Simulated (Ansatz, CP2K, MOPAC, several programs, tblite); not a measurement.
## What each method gives for SnO (P4/nmm)

An 8-atom cell of SnO started from a crystallographic database, relaxed with r2SCAN+rVV10 in Ansatz, was computed with several methods. Space group P4/nmm (No. 129), tetragonal; conventional cell a = 3.792 Å, c = 4.770 Å, 17.14 Å³ an atom. Around Sn lie 4 O at 2.22 Å; around O lie 4 Sn at 2.22 Å. (Simulation; spin polarisation is off.)

```cif
data_structure
_symmetry_space_group_name_H-M 'P4/nmm:1'
_symmetry_Int_Tables_number 129
_cell_length_a 3.7918
_cell_length_b 3.7918
_cell_length_c 4.7696
_cell_angle_alpha 90.000
_cell_angle_beta 90.000
_cell_angle_gamma 90.000
_cell_volume 68.58
loop_
_atom_site_label
_atom_site_type_symbol
_atom_site_symmetry_multiplicity
_atom_site_Wyckoff_symbol
_atom_site_fract_x
_atom_site_fract_y
_atom_site_fract_z
_atom_site_occupancy
Sn1 Sn 2 c 0.50000 0.00000 0.74047 1
O1 O 2 b 0.50000 0.50000 0.50000 1
```

Gaps and times are for a single point on this cell; volume and bulk modulus come from each method's own relaxation or energy curve at fixed shape, which is too stiff where a cell has free coordinates or axes. Times are rough, from shared hosts (Arm Neoverse V1), and each method has its own mesh and cell size. A double dagger marks a value from a curve with shape and coordinates held. A star marks a curve whose lowest point is an end point. PM6 (MOPAC), PM7 (MOPAC), GFN1-xTB (tblite), GFN2-xTB (tblite) treat a cluster of cells at its zone centre, which samples few k points: where these miss a band edge, the gap comes out too large for that reason alone. Gaps from k meshes are read at a limited set of points (mesh, symmetry points, PBE's band edges), so each method's own least gap may be somewhat smaller. xTB and the PM methods were fitted mostly to molecules, and can miss a solid's gap by electronvolts. Minimal bases can be far off for gaps. Curves at held shape can't give the bulk modulus of a layered or molecular crystal, so none is listed. d marks a direct gap, i an indirect one (no mark: not told apart), a dash a value that wasn't computed or didn't pass its checks.

```json
{"method": "PM6 (MOPAC)", "kind": "semi-empirical", "gap (eV)": "4.17", "own volume (Å³/atom)": "–", "bulk modulus (GPa)": "–", "atoms computed": "64", "processor time": "2.3 s"}
{"method": "GFN1-xTB (tblite)", "kind": "tight binding", "gap (eV)": "2.50", "own volume (Å³/atom)": "15.61‡", "bulk modulus (GPa)": "–", "atoms computed": "64", "processor time": "2.4 s"}
{"method": "light PBE (260 eV, its own mesh)", "kind": "light plane-wave", "gap (eV)": "overlap 0.09", "own volume (Å³/atom)": "–", "bulk modulus (GPa)": "–", "atoms computed": "8", "processor time": "4.6 s"}
{"method": "GFN2-xTB (tblite)", "kind": "tight binding", "gap (eV)": "1.30", "own volume (Å³/atom)": "–", "bulk modulus (GPa)": "–", "atoms computed": "64", "processor time": "6.9 s"}
{"method": "PM7 (MOPAC)", "kind": "semi-empirical", "gap (eV)": "2.65", "own volume (Å³/atom)": "–", "bulk modulus (GPa)": "–", "atoms computed": "64", "processor time": "8 s"}
{"method": "PBE/SZV (CP2K)", "kind": "small basis", "gap (eV)": "overlap 0.16", "own volume (Å³/atom)": "–", "bulk modulus (GPa)": "–", "atoms computed": "8", "processor time": "17 s"}
{"method": "PBE", "kind": "semilocal", "gap (eV)": "overlap 0.07", "own volume (Å³/atom)": "–", "bulk modulus (GPa)": "–", "atoms computed": "8", "processor time": "20 s"}
{"method": "PBE/DZVP (CP2K)", "kind": "small basis", "gap (eV)": "overlap 0.13", "own volume (Å³/atom)": "18.71*‡", "bulk modulus (GPa)": "–", "atoms computed": "8", "processor time": "45 s"}
{"method": "r2SCAN", "kind": "semilocal", "gap (eV)": "0.04 i", "own volume (Å³/atom)": "–", "bulk modulus (GPa)": "–", "atoms computed": "8", "processor time": "54 s"}
```

With PBE the bands overlap or touch, or nearly. Semilocal functionals can close a real gap, so this doesn't show a metal; small gaps of other methods may in turn close between the points read or with spin-orbit coupling, and the solid may be a semimetal.

The runs are scalar-relativistic, without spin-orbit coupling.
